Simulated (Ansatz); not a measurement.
# B2C: the cost of one run

Program: Ansatz 0.2.0. Level of theory: DFT PBE, scalar-relativistic, plane waves, PAW, unless a step names another level. These are calculated values, not measurements.

7 further runs of the same task are left out: 3 that didn't finish, 4 set aside as unsound or not needed.

### 1 The system as given

The structure is tetragonal, space group I4_1/amd (No. 141). Conventional cell: a = 2.738 Å, b = 2.738 Å, c = 11.778 Å, α = 90.00°, β = 90.00°, γ = 90.00°. B (site symmetry 2mm) has 2 C at 1.57 Å as nearest neighbours. Around C (site symmetry -4m2) lie 4 B at 1.57 Å.

Structure file:

```cif
data_structure
_symmetry_space_group_name_H-M 'P 1'
_symmetry_Int_Tables_number 1
_cell_length_a 6.1991
_cell_length_b 6.1991
_cell_length_c 6.1991
_cell_angle_alpha 154.480
_cell_angle_beta 154.480
_cell_angle_gamma 36.402
_cell_volume 44.16
loop_
_atom_site_label
_atom_site_type_symbol
_atom_site_fract_x
_atom_site_fract_y
_atom_site_fract_z
_atom_site_occupancy
B1 B 0.43514 0.93514 0.50000 1
B2 B 0.06486 0.56486 0.50000 1
B3 B 0.31486 0.31486 0.00000 1
B4 B 0.68514 0.68514 0.00000 1
C1 C 0.00000 0.00000 0.00000 1
C2 C 0.75000 0.25000 0.50000 1
```

It came out lowest among 41 distinct ends of the trial cells. At a tolerance of 0.05 Å it has space group I4_1/amd (No. 141).

### 2 A stricter relaxation, on the response runs' mesh and smearing

input.yaml reads:

```yaml
crystal:
  lattice:
    - [-1.3691723394, 1.3691723394, 5.8889693893]
    - [1.3691723394, -1.3691723394, 5.8889693893]
    - [1.3691723394, 1.3691723394, -5.8889693893]
  atoms:
    - { symbol: B, position: [0.4351405797, 0.9351405797, 0.5] }
    - { symbol: B, position: [0.0648594203, 0.5648594203, 0.5] }
    - { symbol: B, position: [0.3148594203, 0.3148594203, 0.0] }
    - { symbol: B, position: [0.6851405797, 0.6851405797, 0.0] }
    - { symbol: C, position: [0.0, 0.0, 0.0] }
    - { symbol: C, position: [0.75, 0.25, 0.5] }
basis:
  ecutwfc: 420
kpoints:
  mp_grid: { grid: [16, 16, 16] }
hamiltonian:
  xc: pbe
scf:
  occupations: { method: gaussian, width: 0.1 }
output:
  forces: true
  stress: true
  eigenvalues: true
relax:
  adjacent_minimum: "off"
  f_tol: 0.001
  max_steps: 60
  cell: { stress_tol: 0.01 }
```

The run is started by

```
ansatz run input.yaml --threads 3 --pin off --max-ram 7680MiB --backend cpu --events-out ev --progress --plain --runs-dir out
```

What time and memory should one allow on 3 threads of Intel Xeon at 2.70GHz, shared host?

About 17 s, with a peak of 0.56 GiB.
